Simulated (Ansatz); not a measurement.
Consider an atomisation energy of ClH2ISi, SMILES Cl[SiH2]I (the Python package of Ansatz (0.2.0)).

Contents of `clh2isi.xyz`:
```text
5

Cl   -1.66210    0.41810   -0.91220
Si   -0.02680    0.06960    0.16510
I     1.49090   -1.26210   -1.18500
H    -0.35330   -0.66350    1.38060
H     0.60120    1.36420    0.51010
```

`tae.py`:
```python
'''Energy to split ClH2ISi into its atoms.'''

from collections import Counter

import ansatz

BASIS_SET = 'x2c-TZVPPall'
METHOD = 'ccsd_t'


def total_energy(molecule, charge=0, unpaired=0):
    calc = molecule.calculation().basis(gaussian=BASIS_SET).correlation(METHOD)
    if charge:
        calc = calc.charge(charge)
    if unpaired:
        calc = calc.spin('collinear', total=unpaired)
    report = calc.run(threads=1).report
    if report['published_state_doubts']:
        print('  doubts:', report['published_state_doubts'])
    return report['free_energy_ev']


def main() -> None:
    system = ansatz.Crystal.molecule_from_extxyz('clh2isi.xyz')

    # Hund ground states
    unpaired = {'Cl': 1, 'Si': 2, 'I': 1, 'H': 1}
    counts = Counter(site.symbol for site in system.cartesian_sites)
    atom_energy = {s: total_energy(ansatz.Crystal.molecule().atom(s, (0, 0, 0)), 0, unpaired[s]) for s in counts}
    whole = total_energy(system, 0, 0)
    for s, e in atom_energy.items():
        print(f'{s:2s} x{counts[s]}  {e:14.5f} eV')
    print(f'ClH2ISi: {whole:.5f} eV')
    split = sum(counts[s] * e for s, e in atom_energy.items()) - whole
    print(f'atomisation energy (no zero-point term): {split:.3f} eV, {split / sum(counts.values()):.3f} eV an atom')


if __name__ == '__main__':
    main()
```

What does it cost to take this molecule apart into atoms?

13.570 eV from the electronic energies, without the zero-point term.

The output:

Output of `python tae.py`:
```text
Cl x1    -12546.51274 eV
Si x1     -7878.53719 eV
I  x1   -193563.44880 eV
H  x2       -13.60070 eV
ClH2ISi: -214029.26982 eV
atomisation energy (no zero-point term): 13.570 eV, 2.714 eV an atom
```

Caveats:
- Total energies depend on the basis set; only differences at equal settings carry meaning.
- The geometry is a force-field or estimated start, not a minimum of this method, and the basis set is short of its limit. All parts are taken at fixed geometry, without zero-point energy.
- The spin-orbit lowering of heavy atoms is left out.
- Wall time of the script: 74 s on 1 thread of Arm Neoverse V2 (shared host), peak memory 1.3 GiB.
